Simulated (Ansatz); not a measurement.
# C2H4BClF2: one species, many methods

The task here is to estimate one member of a computed series from the others.

Program: Ansatz 0.2.0, Gaussian basis. Level of theory: functionals in def2-TZVPP, the program's frozen cores in correlated methods. These are calculated values, not measurements.

Plan: LDA (SPW92), PBE-D4, revPBE-D4, BLYP-D4, r2SCAN-D4, B97M-V, PBE0-D4, B3LYP-D4, r2SCANh-D4, r2SCAN0-D4, HSE06-D4, BHLYP-D4, CAM-B3LYP-D4, LC-ωPBE, ωB97X-V, ωB97M-V, B2PLYP, PBE-QIDH; CCSD(T)/def2-SVP; CCSD(T)/def2-TZVPP; MP2/def2-QZVPP; extrapolation to the limit; RPA on PBE.

## Structure used throughout

The geometry comes from an earlier relaxation with PBE0-D4 in a triple-zeta def2 set; it is a stationary point, not always the lowest conformer.

SMILES `CC(Cl)B(F)F`, 10 atoms, charge 0, spin multiplicity 1.

Atoms are counted from 1 here; the program's logs count them from 0.

Bond lengths: C1–C2 1.509 Å, C1–H7 1.090 Å, C1–H8 1.094 Å, C1–H9 1.091 Å, C2–Cl3 1.814 Å, C2–B4 1.573 Å, C2–H10 1.090 Å, B4–F5 1.318 Å, B4–F6 1.317 Å. Angles: C2–C1–H7 111.2°, C2–C1–H8 109.5°, C2–C1–H9 111.0°, H7–C1–H8 108.2°, H7–C1–H9 108.7°, H8–C1–H9 108.2°, C1–C2–Cl3 110.5°, C1–C2–B4 116.5°, C1–C2–H10 111.7°, Cl3–C2–B4 100.7°, Cl3–C2–H10 104.8°, B4–C2–H10 111.5°, C2–B4–F5 121.2°, C2–B4–F6 121.4°, F5–B4–F6 117.4°.

As a file:

```tsv
atom	x (Å)	y (Å)	z (Å)
C1	0.3133	-1.1904	-0.1912
C2	0.4113	0.2462	0.2604
Cl3	1.4989	1.1866	-0.8464
B4	-0.9064	1.1004	0.1718
F5	-1.8306	0.8380	-0.7306
F6	-1.1257	2.1112	0.9876
H7	-0.1283	-1.2610	-1.1857
H8	-0.3210	-1.7486	0.5041
H9	1.2966	-1.6626	-0.2107
H10	0.8748	0.3290	1.2436
```

The first run:

in.yaml reads:

```yaml
crystal:
  periodic: [false, false, false]
  atoms:
    - {symbol: C, position_ang: [0.313340, -1.190394, -0.191209]}
    - {symbol: C, position_ang: [0.411321, 0.246156, 0.260412]}
    - {symbol: Cl, position_ang: [1.498913, 1.186617, -0.846364]}
    - {symbol: B, position_ang: [-0.906411, 1.100398, 0.171776]}
    - {symbol: F, position_ang: [-1.830556, 0.838038, -0.730624]}
    - {symbol: F, position_ang: [-1.125715, 2.111215, 0.987626]}
    - {symbol: H, position_ang: [-0.128348, -1.260980, -1.185730]}
    - {symbol: H, position_ang: [-0.320976, -1.748631, 0.504066]}
    - {symbol: H, position_ang: [1.296613, -1.662579, -0.210699]}
    - {symbol: H, position_ang: [0.874818, 0.328961, 1.243645]}
basis:
  gaussian: {orbitals: def2-TZVPP}
hamiltonian: {xc: lda}
output: {orbitals: {seedname: orbitals}}
```

Steps of the session up to this table: LDA; PBE-D4 (GGA); revPBE-D4 (GGA); BLYP-D4 (GGA); r2SCAN-D4 (meta-GGA); B97M-V (meta-GGA); PBE0-D4 (hybrid); B3LYP-D4 (hybrid); r2SCANh-D4 (hybrid); r2SCAN0-D4 (hybrid); HSE06-D4 (hybrid); BHLYP-D4 (hybrid); CAM-B3LYP-D4 (range-separated); LC-ωPBE (range-separated); ωB97X-V (range-separated); ωB97M-V (range-separated); B2PLYP (double hybrid); PBE-QIDH (double hybrid).

One table of the session follows, with a row left open; its other results are not shown here.

It belongs to the step «Frontier levels by functional». 

```
  functional  HOMO (eV)  gap (eV)
 LDA (SPW92)      -7.30      5.27
      PBE-D4      -7.16      5.43
   revPBE-D4      -7.10      5.49
     BLYP-D4      -7.04      5.43
   r2SCAN-D4          ?         ?
      B97M-V      -7.61      6.21
     PBE0-D4      -8.59      7.89
    B3LYP-D4      -8.35      7.38
  r2SCANh-D4      -8.01      6.95
  r2SCAN0-D4      -8.80      8.28
    HSE06-D4      -8.19      7.10
    BHLYP-D4      -9.92     10.27
CAM-B3LYP-D4     -10.01     10.41
     LC-ωPBE     -11.39     13.10
     ωB97X-V     -11.03     12.59
     ωB97M-V     -10.87     12.20
```

Estimate the missing values for r2SCAN-D4.

Worked estimate for «HOMO (eV)». Against the share of exact exchange, r2SCANh-D4 (0.1, -8.01), r2SCAN0-D4 (0.25, -8.80) give a slope of -5.27 per unit share; at 0 the line stands at -7.48.

The run gave: HOMO (eV): -7.49; gap (eV): 6.05. In «HOMO (eV)» the line misses by +0.01.
